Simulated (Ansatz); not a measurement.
# GeH₈O₂Si₂: a ladder of functionals and wavefunction methods

The task here is to estimate one member of a computed series from the others.

Method: functionals in def2-TZVPP, the program's frozen cores in correlated methods; program: Ansatz 0.2.0, Gaussian basis.

Plan: PBE-D4, r2SCAN-D4, PBE0-D4, B3LYP-D4, ωB97X-V, ωB97M-V, B2PLYP; CCSD(T)/def2-TZVPP; MP2/def2-QZVPP; extrapolation to the limit.

## Structure used throughout

An earlier PBE0-D4 in a triple-zeta def2 set relaxation fixed the geometry.

SMILES `[SiH3][O][GeH2][O][SiH3]`, 13 atoms, charge 0, spin multiplicity 1.

Atoms are counted from 1 here; the program's logs count them from 0.

Bond lengths: Si1–O2 1.639 Å, Si1–H6 1.487 Å, Si1–H7 1.489 Å, Si1–H8 1.484 Å, O2–Ge3 1.764 Å, Ge3–O4 1.764 Å, Ge3–H9 1.531 Å, Ge3–H10 1.532 Å, O4–Si5 1.639 Å, Si5–H11 1.485 Å, Si5–H12 1.490 Å, Si5–H13 1.485 Å. Angles: O2–Si1–H6 110.7°, O2–Si1–H7 110.9°, O2–Si1–H8 107.9°, H6–Si1–H7 108.5°, H6–Si1–H8 109.4°, H7–Si1–H8 109.5°, Si1–O2–Ge3 134.7°, O2–Ge3–O4 107.9°, O2–Ge3–H9 109.9°, O2–Ge3–H10 106.2°, O4–Ge3–H9 106.1°, O4–Ge3–H10 110.2°, H9–Ge3–H10 116.4°, Ge3–O4–Si5 135.2°, O4–Si5–H11 108.9°, O4–Si5–H12 110.6°, O4–Si5–H13 110.0°, H11–Si5–H12 109.1° and more.

The first run:

Input file in.yaml:

```yaml
crystal:
  periodic: [false, false, false]
  atoms:
    - {symbol: Si, position_ang: [-1.671706, 0.415182, 1.490620]}
    - {symbol: O, position_ang: [-1.529542, 0.447468, -0.141612]}
    - {symbol: Ge, position_ang: [-0.268280, 0.950103, -1.267094]}
    - {symbol: O, position_ang: [1.267232, 0.310929, -0.679357]}
    - {symbol: Si, position_ang: [1.885677, -1.187044, -0.434298]}
    - {symbol: H, position_ang: [-0.857755, -0.687640, 2.067888]}
    - {symbol: H, position_ang: [-1.215985, 1.700843, 2.088148]}
    - {symbol: H, position_ang: [-3.101692, 0.196217, 1.819387]}
    - {symbol: H, position_ang: [-0.129091, 2.474459, -1.245136]}
    - {symbol: H, position_ang: [-0.623135, 0.317435, -2.615945]}
    - {symbol: H, position_ang: [3.261178, -1.235682, -0.991900]}
    - {symbol: H, position_ang: [1.047912, -2.216933, -1.110739]}
    - {symbol: H, position_ang: [1.935178, -1.485336, 1.020037]}
basis:
  gaussian: {orbitals: def2-TZVPP}
hamiltonian: {xc: pbe, dispersion: d4}
output: {forces: true, orbitals: {seedname: orbitals}}
```

On the command line:

```
> ansatz run in.yaml --threads 2 --pin off --events-out ev --progress --plain --max-ram 22528MiB --backend cuda --devices 0, --max-vram 18GiB
```

Steps of the session up to this table: PBE-D4 (GGA); r2SCAN-D4 (meta-GGA); PBE0-D4 (hybrid); B3LYP-D4 (hybrid); ωB97X-V (range-separated); ωB97M-V (range-separated); B2PLYP (double hybrid); CCSD(T) in def2-TZVPP; MP2 in def2-QZVPP.

One of the session's tables, all rows but one given; the rest of the session is left out.

```
            method  atomisation energy (kcal/mol)
            PBE-D4                         1002.2
         r2SCAN-D4                         1012.8
           PBE0-D4                          993.0
          B3LYP-D4                         1009.5
           ωB97X-V                         1022.6
           ωB97M-V                         1013.4
            B2PLYP                         1001.6
     HF/def2-TZVPP                          751.6
    MP2/def2-TZVPP                         1003.1
   CCSD/def2-TZVPP                              ?
CCSD(T)/def2-TZVPP                          995.9
           MP2/CBS                         1028.7
       CCSD(T)/CBS                         1021.5
```

**Question.** Estimate the row for CCSD/def2-TZVPP.

The run gave: atomisation energy (kcal/mol): 984.5. In the column «atomisation energy (kcal/mol)» it lies between HF/def2-TZVPP (751.6) and PBE0-D4 (993.0).

To keep in mind: Free atoms (2 Si, 2 O, 1 Ge, 8 H) were run apart at each level; the atomisation energy is their sum less the molecule, without zero-point or spin-orbit terms.
